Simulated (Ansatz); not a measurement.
Born–Oppenheimer molecular dynamics of a periodic cell of 17 atoms, BW8C8 (surface WC(001), adsorbate B). It starts from a relaxed structure.

These are results of DFT r2SCAN, scalar-relativistic, plane waves, PAW (Ansatz 0.2.0), not measurements. Settings: accuracy low, PAW set soft_1, cutoff 500 eV, k mesh 2x2x1, fermi-dirac smearing 0.05 eV, no spin polarisation.

```yaml
ensemble: NVT, Langevin thermostat
time_step: 1 fs
steps_asked: 80
set_temperature: 700 K
friction: 0.01 /fs
atoms_held: 1, 5, 9, 13
seed: 182127
```

Frames 5 fs apart, positions in Å, forces in eV/Å.

Velocities at 20 fs (Å/ps):

```
W 0.00 0.00 0.00
C -1.71 7.03 -2.10
W -0.96 3.14 2.06
C 3.91 5.41 0.26
W 0.00 0.00 0.00
C 2.22 0.93 5.38
W -0.29 0.30 0.60
C 0.94 -6.07 -1.98
W 0.00 0.00 0.00
C 4.77 -2.01 0.00
W -1.07 2.98 0.82
C 0.35 7.26 2.53
W 0.00 0.00 0.00
C 4.15 -8.96 5.24
W 1.38 -2.56 -1.12
C -7.02 1.93 -7.13
B 3.37 -6.05 4.19
```

```xyz
17
Lattice="5.7041 0.0000 0.0000 -2.8520 4.9399 0.0000 0.0000 0.0000 15.2011" Properties=species:S:1:pos:R:3:forces:R:3 time_fs=20 energy_less_start_eV=0.559 T=408
W 0.000 0.000 1.000 -0.65 -0.52 0.73
C 1.328 0.768 2.325 1.19 0.49 0.06
W -0.015 0.063 4.008 0.03 -1.65 0.02
C 1.503 0.858 5.221 -0.08 0.34 -0.14
W -1.426 2.470 1.000 -0.34 -0.16 -0.45
C 0.005 3.210 2.280 -0.25 1.21 0.43
W -1.391 2.479 3.866 0.06 0.99 0.40
C 0.099 3.360 4.997 -0.58 -0.60 -0.94
W 2.852 0.000 1.000 -0.31 -0.25 0.11
C 4.241 0.846 2.297 0.55 -0.38 0.75
W 2.845 0.031 3.871 -0.15 -2.00 -1.27
C 4.128 0.843 5.209 0.96 0.76 -0.11
W 1.426 2.470 1.000 0.14 -0.44 -0.61
C 2.848 3.251 2.314 0.13 0.62 0.54
W 1.440 2.419 3.821 -1.37 2.60 0.45
C 2.808 3.265 5.142 0.39 -0.80 0.07
B 2.811 1.703 5.561 0.28 -0.21 -0.03
17
Lattice="5.7041 0.0000 0.0000 -2.8520 4.9399 0.0000 0.0000 0.0000 15.2011" Properties=species:S:1:pos:R:3:forces:R:3 time_fs=25 energy_less_start_eV=0.678 T=387
W 0.000 0.000 1.000 -0.56 -0.73 0.87
C 1.322 0.798 2.313 1.31 -0.16 0.23
W -0.023 0.081 4.018 0.20 -2.02 -0.18
C 1.525 0.889 5.219 -0.82 -0.48 0.05
W -1.426 2.470 1.000 -0.19 -0.12 -0.15
C 0.015 3.212 2.307 -0.44 1.22 -0.16
W -1.393 2.480 3.869 0.07 1.11 0.07
C 0.103 3.318 4.973 -0.67 0.37 -0.55
W 2.852 0.000 1.000 -0.22 -0.34 0.32
C 4.265 0.828 2.298 0.16 -0.14 0.83
W 2.838 0.042 3.873 0.31 -2.51 -1.03
C 4.134 0.889 5.224 1.22 -0.19 -0.33
W 1.426 2.470 1.000 0.22 -0.25 -0.43
C 2.865 3.212 2.348 -0.08 1.24 -0.21
W 1.446 2.410 3.817 -1.56 2.88 -0.11
C 2.774 3.252 5.107 0.88 -0.37 0.73
B 2.823 1.679 5.570 0.19 0.49 0.04
17
Lattice="5.7041 0.0000 0.0000 -2.8520 4.9399 0.0000 0.0000 0.0000 15.2011" Properties=species:S:1:pos:R:3:forces:R:3 time_fs=30 energy_less_start_eV=0.944 T=375
W 0.000 0.000 1.000 -0.46 -0.79 1.04
C 1.335 0.832 2.294 1.09 -0.82 0.48
W -0.032 0.099 4.028 0.34 -2.54 -0.37
C 1.539 0.914 5.207 -1.33 -1.05 0.38
W -1.426 2.470 1.000 -0.11 -0.12 0.22
C 0.023 3.225 2.326 -0.58 1.07 -0.65
W -1.396 2.481 3.876 -0.06 1.00 -0.46
C 0.083 3.277 4.938 -0.34 1.19 0.16
W 2.852 0.000 1.000 -0.14 -0.40 0.40
C 4.272 0.799 2.307 0.12 0.29 0.76
W 2.829 0.051 3.875 0.77 -2.88 -0.80
C 4.146 0.929 5.243 1.32 -0.98 -0.55
W 1.426 2.470 1.000 0.35 0.05 -0.30
C 2.888 3.196 2.381 -0.38 1.60 -0.93
W 1.453 2.404 3.814 -1.92 3.05 -0.80
C 2.747 3.218 5.092 1.28 0.67 1.27
B 2.834 1.677 5.579 0.05 0.65 0.14
17
Lattice="5.7041 0.0000 0.0000 -2.8520 4.9399 0.0000 0.0000 0.0000 15.2011" Properties=species:S:1:pos:R:3:forces:R:3 time_fs=35 energy_less_start_eV=1.099 T=310
W 0.000 0.000 1.000 -0.38 -0.79 1.15
C 1.357 0.842 2.283 0.78 -0.92 0.64
W -0.043 0.112 4.035 0.56 -3.00 -0.49
C 1.533 0.910 5.203 -0.94 -0.79 0.53
W -1.426 2.470 1.000 -0.03 -0.11 0.52
C 0.018 3.247 2.343 -0.40 0.69 -1.04
W -1.401 2.486 3.887 -0.38 0.67 -1.16
C 0.048 3.264 4.899 0.44 1.47 1.01
W 2.852 0.000 1.000 0.00 -0.40 0.43
C 4.279 0.774 2.320 0.08 0.69 0.55
W 2.820 0.055 3.877 1.04 -2.93 -0.79
C 4.174 0.944 5.251 0.90 -1.16 -0.50
W 1.426 2.470 1.000 0.38 0.31 -0.16
C 2.913 3.212 2.392 -0.82 1.47 -1.12
W 1.461 2.398 3.812 -2.30 3.20 -1.09
C 2.729 3.188 5.104 1.45 1.41 1.39
B 2.859 1.686 5.588 -0.38 0.18 0.11
17
Lattice="5.7041 0.0000 0.0000 -2.8520 4.9399 0.0000 0.0000 0.0000 15.2011" Properties=species:S:1:pos:R:3:forces:R:3 time_fs=40 energy_less_start_eV=1.101 T=372
W 0.000 0.000 1.000 -0.27 -0.72 1.18
C 1.388 0.822 2.282 0.38 -0.35 0.64
W -0.054 0.119 4.041 0.91 -3.32 -0.66
C 1.497 0.893 5.208 0.17 -0.14 0.39
W -1.426 2.470 1.000 0.07 -0.05 0.77
C 0.018 3.269 2.353 -0.31 0.28 -1.18
W -1.409 2.493 3.893 -0.52 0.62 -1.57
C 0.024 3.275 4.877 0.94 1.18 1.48
W 2.852 0.000 1.000 0.20 -0.40 0.45
C 4.290 0.755 2.336 -0.10 1.10 0.26
W 2.813 0.055 3.879 1.08 -2.58 -0.73
C 4.217 0.953 5.239 -0.17 -0.91 -0.07
W 1.426 2.470 1.000 0.41 0.38 -0.01
C 2.929 3.259 2.391 -1.07 0.78 -0.98
W 1.469 2.400 3.811 -2.60 3.02 -0.95
C 2.705 3.178 5.142 1.58 1.41 1.10
B 2.880 1.693 5.600 -0.73 -0.31 -0.12
17
Lattice="5.7041 0.0000 0.0000 -2.8520 4.9399 0.0000 0.0000 0.0000 15.2011" Properties=species:S:1:pos:R:3:forces:R:3 time_fs=45 energy_less_start_eV=1.069 T=401
W 0.000 0.000 1.000 -0.08 -0.56 1.15
C 1.422 0.798 2.292 -0.09 0.34 0.44
W -0.066 0.123 4.042 1.47 -3.61 -0.80
C 1.445 0.891 5.220 1.35 0.30 0.16
W -1.426 2.470 1.000 0.13 0.07 0.84
C 0.022 3.271 2.345 -0.30 0.18 -0.87
W -1.416 2.501 3.901 -0.18 0.91 -1.57
C 0.008 3.321 4.899 1.03 0.27 1.08
W 2.852 0.000 1.000 0.36 -0.40 0.41
C 4.302 0.762 2.343 -0.34 1.14 0.03
W 2.808 0.052 3.880 1.07 -2.03 -0.74
C 4.257 0.942 5.210 -1.55 -0.26 0.69
W 1.426 2.470 1.000 0.46 0.29 0.07
C 2.931 3.311 2.382 -1.09 -0.07 -0.68
W 1.476 2.406 3.809 -2.78 3.18 -0.03
C 2.701 3.197 5.204 1.33 0.56 0.20
B 2.886 1.692 5.614 -0.80 -0.29 -0.38
17
Lattice="5.7041 0.0000 0.0000 -2.8520 4.9399 0.0000 0.0000 0.0000 15.2011" Properties=species:S:1:pos:R:3:forces:R:3 time_fs=50 energy_less_start_eV=1.137 T=400
W 0.000 0.000 1.000 0.17 -0.25 1.05
C 1.472 0.782 2.300 -0.93 0.89 0.25
W -0.078 0.122 4.040 2.33 -3.58 -0.89
C 1.424 0.901 5.232 1.71 0.48 -0.10
W -1.426 2.470 1.000 0.14 0.24 0.62
C 0.024 3.268 2.311 -0.27 0.19 -0.09
W -1.421 2.508 3.909 0.35 1.46 -1.58
C 0.007 3.383 4.934 0.78 -0.87 0.51
W 2.852 0.000 1.000 0.53 -0.34 0.12
C 4.313 0.801 2.338 -0.48 0.69 -0.04
W 2.806 0.050 3.876 1.17 -1.48 -0.78
C 4.276 0.934 5.168 -2.42 0.16 1.56
W 1.426 2.470 1.000 0.60 0.20 -0.04
C 2.923 3.360 2.370 -0.98 -0.86 -0.32
W 1.480 2.415 3.803 -2.77 3.28 0.85
C 2.733 3.223 5.257 0.72 -0.25 -0.69
B 2.869 1.683 5.615 -0.66 0.06 -0.43
17
Lattice="5.7041 0.0000 0.0000 -2.8520 4.9399 0.0000 0.0000 0.0000 15.2011" Properties=species:S:1:pos:R:3:forces:R:3 time_fs=55 energy_less_start_eV=1.120 T=468
W 0.000 0.000 1.000 0.26 0.18 1.03
C 1.506 0.780 2.313 -1.62 1.07 -0.05
W -0.089 0.115 4.033 2.77 -2.89 -0.54
C 1.445 0.917 5.237 0.86 0.20 -0.39
W -1.426 2.470 1.000 0.12 0.43 0.38
C 0.032 3.273 2.279 -0.39 0.20 0.55
W -1.427 2.514 3.918 0.93 2.00 -1.47
C 0.030 3.439 4.979 0.25 -1.90 -0.22
W 2.852 0.000 1.000 0.62 -0.11 -0.08
C 4.324 0.859 2.337 -0.55 -0.12 -0.03
W 2.805 0.046 3.871 1.25 -1.09 -0.76
C 4.240 0.935 5.145 -1.70 -0.08 1.63
W 1.426 2.470 1.000 0.71 0.11 -0.25
C 2.897 3.391 2.357 -0.61 -1.30 0.06
W 1.480 2.429 3.797 -2.80 3.15 1.33
C 2.771 3.225 5.275 0.19 -0.01 -1.10
B 2.836 1.680 5.594 -0.28 0.17 -0.08
17
Lattice="5.7041 0.0000 0.0000 -2.8520 4.9399 0.0000 0.0000 0.0000 15.2011" Properties=species:S:1:pos:R:3:forces:R:3 time_fs=60 energy_less_start_eV=1.098 T=474
W 0.000 0.000 1.000 0.18 0.54 1.16
C 1.512 0.793 2.330 -1.80 0.85 -0.31
W -0.097 0.101 4.028 2.62 -1.87 -0.07
C 1.485 0.925 5.240 -0.75 -0.35 -0.74
W -1.426 2.470 1.000 0.04 0.62 0.24
C 0.039 3.287 2.260 -0.55 0.15 0.87
W -1.435 2.525 3.925 1.40 1.88 -1.21
C 0.053 3.451 5.021 -0.11 -2.06 -1.01
W 2.852 0.000 1.000 0.52 0.24 -0.09
C 4.322 0.912 2.338 -0.43 -0.98 0.08
W 2.807 0.041 3.868 1.13 -1.03 -0.59
C 4.177 0.945 5.152 -0.06 -0.68 0.95
W 1.426 2.470 1.000 0.69 0.07 -0.38
C 2.858 3.406 2.358 -0.06 -1.31 0.12
W 1.475 2.446 3.793 -2.90 2.79 1.70
C 2.807 3.203 5.277 -0.31 1.11 -1.29
B 2.801 1.682 5.563 0.40 0.03 0.59
17
Lattice="5.7041 0.0000 0.0000 -2.8520 4.9399 0.0000 0.0000 0.0000 15.2011" Properties=species:S:1:pos:R:3:forces:R:3 time_fs=65 energy_less_start_eV=1.077 T=422
W 0.000 0.000 1.000 0.00 0.59 1.38
C 1.486 0.814 2.334 -1.41 0.33 -0.29
W -0.100 0.085 4.023 2.28 -1.02 0.19
C 1.517 0.915 5.225 -1.98 -0.65 -0.83
W -1.426 2.470 1.000 -0.10 0.65 0.22
C 0.033 3.291 2.254 -0.56 0.27 0.87
W -1.442 2.539 3.927 1.77 1.19 -0.98
C 0.069 3.423 5.049 -0.30 -1.46 -1.69
W 2.852 0.000 1.000 0.32 0.49 -0.02
C 4.309 0.938 2.344 -0.28 -1.47 0.10
W 2.812 0.035 3.864 0.73 -1.22 -0.40
C 4.116 0.948 5.177 1.58 -1.21 0.16
W 1.426 2.470 1.000 0.57 0.07 -0.43
C 2.825 3.395 2.377 0.42 -0.80 -0.27
W 1.465 2.465 3.790 -2.92 2.12 2.03
C 2.833 3.179 5.259 -0.71 2.24 -1.17
B 2.786 1.681 5.539 0.58 -0.11 1.12
17
Lattice="5.7041 0.0000 0.0000 -2.8520 4.9399 0.0000 0.0000 0.0000 15.2011" Properties=species:S:1:pos:R:3:forces:R:3 time_fs=70 energy_less_start_eV=0.803 T=557
W 0.000 0.000 1.000 -0.17 0.53 1.45
C 1.440 0.848 2.333 -0.67 -0.44 -0.16
W -0.098 0.072 4.018 1.94 -0.60 0.23
C 1.516 0.880 5.198 -1.74 -0.21 -0.54
W -1.426 2.470 1.000 -0.28 0.54 0.21
C 0.014 3.294 2.256 -0.39 0.37 0.75
W -1.448 2.550 3.927 1.72 0.11 -0.95
C 0.066 3.360 5.042 -0.35 -0.44 -1.69
W 2.852 0.000 1.000 0.09 0.65 0.03
C 4.300 0.939 2.348 -0.27 -1.56 0.06
W 2.817 0.025 3.856 0.28 -1.20 -0.30
C 4.089 0.917 5.209 1.96 -0.99 -0.35
W 1.426 2.470 1.000 0.36 0.13 -0.51
C 2.805 3.364 2.378 0.72 -0.13 -0.50
W 1.448 2.477 3.789 -2.49 1.38 2.16
C 2.850 3.188 5.235 -0.95 1.78 -0.79
B 2.785 1.665 5.539 0.25 0.09 0.90
17
Lattice="5.7041 0.0000 0.0000 -2.8520 4.9399 0.0000 0.0000 0.0000 15.2011" Properties=species:S:1:pos:R:3:forces:R:3 time_fs=75 energy_less_start_eV=0.519 T=638
W 0.000 0.000 1.000 -0.36 0.47 1.30
C 1.391 0.875 2.327 0.04 -1.01 0.10
W -0.095 0.064 4.012 1.59 -0.39 0.11
C 1.493 0.839 5.179 -0.59 0.64 -0.18
W -1.426 2.470 1.000 -0.39 0.34 0.42
C 0.003 3.310 2.275 -0.38 0.17 0.35
W -1.452 2.563 3.930 1.29 -1.08 -1.20
C 0.058 3.293 5.018 -0.40 0.61 -1.02
W 2.852 0.000 1.000 -0.10 0.70 0.01
C 4.282 0.904 2.355 -0.17 -0.96 -0.09
W 2.819 0.011 3.845 -0.02 -0.85 -0.11
C 4.104 0.874 5.237 1.07 -0.23 -0.59
W 1.426 2.470 1.000 0.09 0.21 -0.62
C 2.794 3.338 2.355 0.88 0.24 -0.34
W 1.426 2.491 3.791 -1.58 0.50 1.88
C 2.848 3.228 5.202 -0.94 0.34 -0.26
B 2.793 1.640 5.550 -0.03 0.30 0.25
```

Of the whole run (80 fs, mean temperature of the second half 492 K): The mean temperature of the second half is 30 % below the set value. A run of 0.08 ps of so small a system gives no equilibrium averages. Limits of this set-up: coarse k mesh, thin slab, slab without dipole correction, odd electron count without spin, low accuracy level.

Run time: 22 min on 2 threads of Arm Neoverse V1, with other jobs on the host, peak memory 1.4 GiB.
